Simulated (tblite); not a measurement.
# C20H14F3+: excited states

Programs: tblite 0.8.0 and PySCF 2.14.0, with routines of our own; each step states its level. All values are computed. Atoms count from 0.

## (1) The starting structure

37 atoms, charge 1, multiplicity 1; geometry from: force field or distance geometry start.

## (2) Relaxing the molecule with GFN2-xTB

The job: settings as JSON, then the geometry in Å.

```
{"job": {"kind": "relax", "xc": "GFN2-xTB", "basis": "xTB"}, "charge": 1, "multiplicity": 1}
F      2.850000    -1.109000     2.681300
C      1.754700    -0.672100     1.922500
F      1.628400     0.670800     2.287600
F      0.611100    -1.322300     2.245700
C      2.114000    -0.675000     0.510500
C      3.401300    -1.072200     0.162200
C      3.850100    -1.102300    -1.140100
C      2.952600    -0.717000    -2.107400
C      1.671300    -0.330200    -1.773700
C      1.209600    -0.292000    -0.460300
C     -0.154100     0.131600    -0.177500
C     -0.549100     1.526600    -0.030400
C     -0.468700     2.398800    -1.113400
C     -0.827400     3.729400    -1.023100
C     -1.297200     4.261000     0.169700
C     -1.381900     3.407300     1.264200
C     -1.009500     2.078700     1.147900
C     -1.139000    -0.964700    -0.037300
C     -2.393300    -0.746800     0.496800
C     -3.288200    -1.808400     0.608800
C     -2.974700    -3.072500     0.203100
C     -1.719800    -3.295300    -0.329100
C     -0.818100    -2.251000    -0.431900
H      4.114600    -1.381400     0.926000
H      4.846800    -1.405600    -1.422000
H      3.292400    -0.751400    -3.135700
H      1.017800    -0.036200    -2.598200
H     -0.112200     2.060100    -2.078200
H     -0.737100     4.346300    -1.922500
H     -1.578200     5.291600     0.255300
H     -1.736000     3.782500     2.217500
H     -1.109000     1.470200     2.053200
H     -2.730300     0.198700     0.827400
H     -4.266900    -1.647300     1.022200
H     -3.714700    -3.858300     0.308700
H     -1.466500    -4.307900    -0.653700
H      0.145700    -2.498100    -0.875400
```

Command:

```
OMP_NUM_THREADS=2 python excited_run.py task.json out
```

The driver reads the jobs from task.json and runs them one after another.

**Question.** How long does this first job take on 2 threads of AMD EPYC 7R43, shared host, and how much memory does it need?

About 9.1 s, with a peak of 0.19 GiB.
